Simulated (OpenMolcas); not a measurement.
**Au⁶⁺ among point charges: CASSCF and CASPT2 levels and susceptibility**

How does a field of 6 point charges split the states of Au⁶⁺, and what χT follows?

Program: OpenMolcas 26.06. Level of theory: state-averaged CASSCF and CASPT2, spin-orbit coupling by RASSI with atomic mean-field integrals. These are calculated values, not measurements, unless marked.

### 1 Starting point

```
Species                           : Au⁶⁺ (gold, Z = 79, 73 electrons)
Basis                             : ANO-RCC-VTZP [8s7p5d3f1g], 84 functions
Scalar Hamiltonian                : DKH2, point nucleus
Inactive shells                   : 1s 2s 2p 3s 3p 3d 4s 4p 4d 4f 5s 5p
Active space                      : 5 electrons in 5 orbitals (5d)
Some configurations of this space : 5d5
Orbitals                          : optimised for each spin and parity, averaged over all roots
```

The outer shells:

5d5
```
5d [↑ ][↑ ][↑ ][↑ ][↑ ]
```

The ion sits among 6 point charges of -1.7 e arranged as a trigonal antiprism (D3d), 2.18 Å from the ion, with a polar angle of 58.6° against the regular 54.74°.

The work runs as a chain of OpenMolcas steps in one folder; each step below is one input file. Labels, J, g values, rates, χT and fits are worked out afterwards by a script from the matrices that RASSI stores. The input lists half of the charges; inversion (Group=XYZ) makes the rest.

### 2 One- and two-electron integrals

a.inp

```
&GATEWAY
Coord
1

Au 0.0 0.0 0.0
Basis=ANO-RCC-VTZP
Group=XYZ
NoMove
AngMom=0.0 0.0 0.0
AMFI
XField
3 Angstrom 0
0.000000 1.860088 1.136869 -1.700000
1.610884 -0.930044 1.136869 -1.700000
1.610884 0.930044 -1.136869 -1.700000
&SEWARD
```

On the command line:

```console
> OMP_NUM_THREADS=1 MOLCAS_MEM=1689 MOLCAS_PROJECT=a pymolcas a.inp > a.log
```

### 3 CASSCF: sextets of even parity, 1 root

a.inp

```
&RASSCF
FileOrb=start.orb
Symmetry=1
Spin=6
nActEl=5 0 0
Inactive=15 19
Ras2=5 0
CIRoot=1 1 1
SDav=1
CIMx=300
Iter=120 100
PrWF=0.3
OrbListing=Nothing
MaxOrb=0
>>> COPY $Project.JobIph JOB001
```

start.orb holds the contracted functions of the basis, ordered by shell, or the orbitals of the step before.

### 4 Reference wave functions, quartets of even parity, 24 roots

a.inp

```
&RASSCF
FileOrb=start.orb
Symmetry=1
Spin=4
nActEl=5 0 0
Inactive=15 19
Ras2=5 0
CIRoot=24 24 1
SDav=24
CIMx=300
Iter=120 100
PrWF=0.3
OrbListing=Nothing
MaxOrb=0
>>> COPY $Project.JobIph JOB002
```

### 5 Reference wave functions, doublets of even parity, 75 roots

a.inp

```
&RASSCF
FileOrb=start.orb
Symmetry=1
Spin=2
nActEl=5 0 0
Inactive=15 19
Ras2=5 0
CIRoot=75 75 1
SDav=75
CIMx=300
Iter=120 100
PrWF=0.3
OrbListing=Nothing
MaxOrb=0
>>> COPY $Project.JobIph JOB003
```

### 6 State interaction with spin-orbit coupling

a.inp

```
&RASSI
NrOfJobIphs=3 1 24 75
1
1 2 3 4 5 6 7 8 9 10 11 12 13 14 15 16 17 18 19 20 21 22 23 24
1 2 3 4 5 6 7 8 9 10 11 12 13 14 15 16 17 18 19 20 21 22 23 24 25 26 27
28 29 30 31 32 33 34 35 36 37 38 39 40 41 42 43 44 45 46 47 48 49 50 51
52 53 54 55 56 57 58 59 60 61 62 63 64 65 66 67 68 69 70 71 72 73 74 75
IphNames
JOB001
JOB002
JOB003
EJob
SpinOrbit
DIPRint=1.0
SOCoupling=1000.0
Subsets=2
Property=9
'ANGMOM' 1 'ANGMOM' 2 'ANGMOM' 3 'MLTPL  1' 1 'MLTPL  1' 2 'MLTPL  1' 3
'AMFI' 1 'AMFI' 2 'AMFI' 3
SOProperty=3
'ANGMOM' 1 'ANGMOM' 2 'ANGMOM' 3
```

### 7 CASPT2: IPEA 0.25, imaginary shift 0.1 (closed shells correlated: 5s 5p)

a.inp

```
>>> COPY JOB001 $Project.JobIph
&CASPT2
Multistate=1 1
Frozen=14 16
IPEA=0.25
Imaginary=0.1
MaxIter=60
WThr=0.0 0.3 0.05
PrWF=0.5
NoMix
>>> COPY JOB002 $Project.JobIph
&CASPT2
Multistate=24 1 2 3 4 5 6 7 8 9 10 11 12 13 14 15 16 17 18 19 20 21 22
23 24
NoMult
Frozen=14 16
IPEA=0.25
Imaginary=0.1
MaxIter=60
WThr=0.0 0.3 0.05
PrWF=0.5
NoMix
>>> COPY JOB003 $Project.JobIph
&CASPT2
Multistate=75 1 2 3 4 5 6 7 8 9 10 11 12 13 14 15 16 17 18 19 20 21 22
23 24 25 26 27 28 29 30 31 32 33 34 35 36 37 38 39 40 41 42 43 44 45 46
47 48 49 50 51 52 53 54 55 56 57 58 59 60 61 62 63 64 65 66 67 68 69 70
71 72 73 74 75
NoMult
Frozen=14 16
IPEA=0.25
Imaginary=0.1
MaxIter=60
WThr=0.0 0.3 0.05
PrWF=0.5
NoMix
```

(Steps that only read results are left out.)

**Question.** What will these runs give? Wanted: spin-free ground state; lowest level; next level.

As calculated:

| quantity | value |
| --- | --- |
| method | SS-CASPT2, IPEA 0.25, imaginary shift 0.1 (closed shells correlated: 5s 5p) |
| spin-free ground state | 6A1, 1-fold in its orbital part |
| lowest level | 2-fold E1/2, g = 1.16, 5.24, 5.24 |
| next level | 174.7 cm⁻¹ |
| χT at 300 K | 3.69 cm³ K/mol |
| effective moment at 300 K | 5.43 μB |

Cost by method:

```csv
method,time of its own steps,time with the reference
A. CASSCF,32 s,32 s
"B. SS-CASPT2, IPEA 0.25, imaginary shift 0.1, +5s 5p",19 s,51 s
```

Times are of one thread on a shared host.

What this shows: The spin-free ground state (6A1) comes to 100 % from free-ion S terms and keeps the highest spin of the shell. χT at 300 K is 3.69, against 4.39 cm³ K/mol for the spin alone, so spin-orbit coupling lowers it. An active space of the d shell alone favours high spin; real ions in strong fields can be low spin. CASPT2 does not keep the components of a term degenerate, and the means are used. The field of point charges can differ much from that of real complexes. With metal d orbitals alone active, the gaps between spin states are rough; where two lie within a few thousand cm-1, their order is open. This is an electrostatic model: the charges have no orbitals.
